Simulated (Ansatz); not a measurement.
# AlGaCl (doublet): from Hartree-Fock to the top rungs, cc-pVTZ

Aim: climb from Hartree-Fock through coupled cluster for AlGaCl (doublet) at one geometry and basis, and see what each rung misses.

Method: cc-pVTZ, core rule «outside noble gas», up to 24 orbitals frozen; program: Ansatz 0.2.0, Gaussian basis.

The runs, in order: UHF; CCSD(T) on ROHF; CCSD(T) on UHF; BCCD(T) on ROHF; CCSDT(Q) on ROHF; CCSDT(Q) on UHF.

10 further runs of the same task are left out: 5 for a known fault of the program, 5 set aside as unsound or not needed.

## 1. The geometry

The geometry is a PBE0/def2-TZVP stationary point (not a proven minimum) of the parent state, kept for this charge and spin. No spin-orbit coupling is included. The filled d shell of Ga may be among the frozen orbitals whatever the setting's name suggests; the logs give the count.

3 atoms, charge 0, spin multiplicity 2.

Atoms are counted from 1 here; the program's logs count them from 0.

Bond lengths: Cl1–Al2 2.091 Å, Al2–Ga3 2.316 Å. Angles: Cl1–Al2–Ga3 180.0°.

## 2. UHF

Input file in.yaml:

```yaml
crystal:
  periodic: [false, false, false]
  atoms:
    - {symbol: Cl, position_ang: [0.000000, 0.000000, -2.166000]}
    - {symbol: Al, position_ang: [0.000000, 0.000000, -0.075200]}
    - {symbol: Ga, position_ang: [0.000000, 0.000000, 2.241200]}
basis:
  gaussian: {orbitals: cc-pVTZ}
magnetization: {spin_polarized: true, initial_magnetization: 1}
hamiltonian: {xc: hf}
output: {orbitals: {seedname: orbitals}}
```

Launch:

```bash
$ ansatz run in.yaml --threads 1 --pin off --events-out ev --progress --plain --max-ram 4096MiB --backend cpu
```

The runs that follow: CCSD(T) on ROHF; CCSD(T) on UHF; BCCD(T) on ROHF; CCSDT(Q) on ROHF; CCSDT(Q) on UHF.

**Question.** What will the summary of the whole plan be? Wanted: UCCSDT(Q) below the RHF energy; RMP2 from UCCSDT(Q); UMP2 from UCCSDT(Q); RCCSD from UCCSDT(Q); RCCSD(T) from UCCSDT(Q); UCCSD(T) from UCCSDT(Q); RCCSDT(Q) from UCCSDT(Q); T1 diagnostic.

The runs gave:

| quantity | value |
| --- | --- |
| UCCSDT(Q) below the RHF energy | -9.4343 eV |
| RMP2 from UCCSDT(Q) | +1432.8 meV |
| UMP2 from UCCSDT(Q) | +1633.6 meV |
| RCCSD from UCCSDT(Q) | +472.8 meV |
| RCCSD(T) from UCCSDT(Q) | +60.2 meV |
| UCCSD(T) from UCCSDT(Q) | +76.7 meV |
| RCCSDT(Q) from UCCSDT(Q) | -2.7 meV |
| levels within 1 kcal/mol (43 meV) | RCCSDT, UCCSDT, RCCSDT(Q) |
| T1 diagnostic | 0.019 |

RCCSD(T) misses by +60.2 meV, 0.6 % of the correlation energy. These misses are within one basis, not against nature; the frozen cores of restricted and unrestricted runs differ, which can shift their rows.
